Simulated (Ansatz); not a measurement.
# C₂H₁₀B₂Si: one species, many methods

The task here is to estimate one member of a computed series from the others.

The runs use Ansatz 0.2.0, Gaussian basis; functionals in def2-TZVPP, the program's frozen cores in correlated methods.

Levels to be run: PBE-D4, r2SCAN-D4, PBE0-D4, B3LYP-D4, ωB97X-V, ωB97M-V, B2PLYP; CCSD(T)/def2-TZVPP; MP2/def2-QZVPP; extrapolation to the limit.

### Structure used throughout

An earlier PBE0-D4 in a triple-zeta def2 set relaxation fixed the geometry.

SMILES `CBB(C)[SiH3]`, 15 atoms, charge 0, spin multiplicity 1.

Atoms are counted from 1 here; the program's logs count them from 0.

Bond lengths: C1–B2 1.567 Å, C1–H6 1.095 Å, C1–H7 1.099 Å, C1–H8 1.091 Å, B2–B3 1.626 Å, B2–H9 1.210 Å, B3–C4 1.561 Å, B3–Si5 2.042 Å, C4–H10 1.103 Å, C4–H11 1.092 Å, C4–H12 1.092 Å, Si5–H13 1.492 Å, Si5–H14 1.493 Å, Si5–H15 1.490 Å. Angles: B2–C1–H6 111.6°, B2–C1–H7 106.6°, B2–C1–H8 116.1°, H6–C1–H7 104.9°, H6–C1–H8 109.1°, H7–C1–H8 107.8°, C1–B2–B3 127.8°, C1–B2–H9 116.4°, B3–B2–H9 115.5°, B2–B3–C4 133.5°, B2–B3–Si5 108.8°, C4–B3–Si5 117.7°, B3–C4–H10 103.8°, B3–C4–H11 115.8°, B3–C4–H12 114.6°, H10–C4–H11 105.9°, H10–C4–H12 106.0°, H11–C4–H12 109.7° and more.

Set-up of the first run:

in.yaml reads:

```yaml
crystal:
  periodic: [false, false, false]
  atoms:
    - {symbol: C, position_ang: [-2.047237, 1.106696, 0.209790]}
    - {symbol: B, position_ang: [-0.632436, 0.758549, 0.786658]}
    - {symbol: B, position_ang: [0.399221, -0.389249, 0.273622]}
    - {symbol: C, position_ang: [0.605916, -1.891732, 0.644475]}
    - {symbol: Si, position_ang: [1.583008, 0.398412, -1.192477]}
    - {symbol: H, position_ang: [-2.131520, 2.169817, -0.037464]}
    - {symbol: H, position_ang: [-2.766946, 0.947395, 1.025251]}
    - {symbol: H, position_ang: [-2.376064, 0.514640, -0.645431]}
    - {symbol: H, position_ang: [-0.205496, 1.496672, 1.645626]}
    - {symbol: H, position_ang: [-0.070151, -2.427895, -0.041931]}
    - {symbol: H, position_ang: [1.604019, -2.294268, 0.457756]}
    - {symbol: H, position_ang: [0.284902, -2.158722, 1.653498]}
    - {symbol: H, position_ang: [3.009902, 0.347595, -0.758828]}
    - {symbol: H, position_ang: [1.448367, -0.434987, -2.423919]}
    - {symbol: H, position_ang: [1.272713, 1.806275, -1.567426]}
basis:
  gaussian: {orbitals: def2-TZVPP}
hamiltonian: {xc: pbe, dispersion: d4}
output: {forces: true, orbitals: {seedname: orbitals}}
```

The run is started by

```
> ansatz run in.yaml --threads 4 --pin off --events-out ev --progress --plain --max-ram 10444MiB
```

Steps of the session up to this table: PBE-D4 (GGA); r2SCAN-D4 (meta-GGA); PBE0-D4 (hybrid); B3LYP-D4 (hybrid); ωB97X-V (range-separated); ωB97M-V (range-separated); B2PLYP (double hybrid); CCSD(T) in def2-TZVPP; MP2 in def2-QZVPP.

One table of the session follows, with a row left open; its other results are not shown here.

| method | atomisation energy (kcal/mol) |
| --- | --- |
| PBE-D4 | 1287.3 |
| r2SCAN-D4 | 1282.4 |
| PBE0-D4 | 1279.3 |
| B3LYP-D4 | 1279.3 |
| ωB97X-V | 1277.8 |
| ωB97M-V | 1277.2 |
| B2PLYP | ? |
| HF/def2-TZVPP | 992.7 |
| MP2/def2-TZVPP | 1247.1 |
| CCSD/def2-TZVPP | 1230.3 |
| CCSD(T)/def2-TZVPP | 1242.3 |
| MP2/CBS | 1272.3 |
| CCSD(T)/CBS | 1267.6 |

Estimate the missing values for B2PLYP.

As computed: atomisation energy (kcal/mol): 1261.9. In the column «atomisation energy (kcal/mol)» it lies between MP2/def2-TZVPP (1247.1) and CCSD(T)/CBS (1267.6).

To keep in mind: Free atoms (2 C, 2 B, 1 Si, 10 H) were run apart at each level; the atomisation energy is their sum less the molecule, without zero-point or spin-orbit terms.
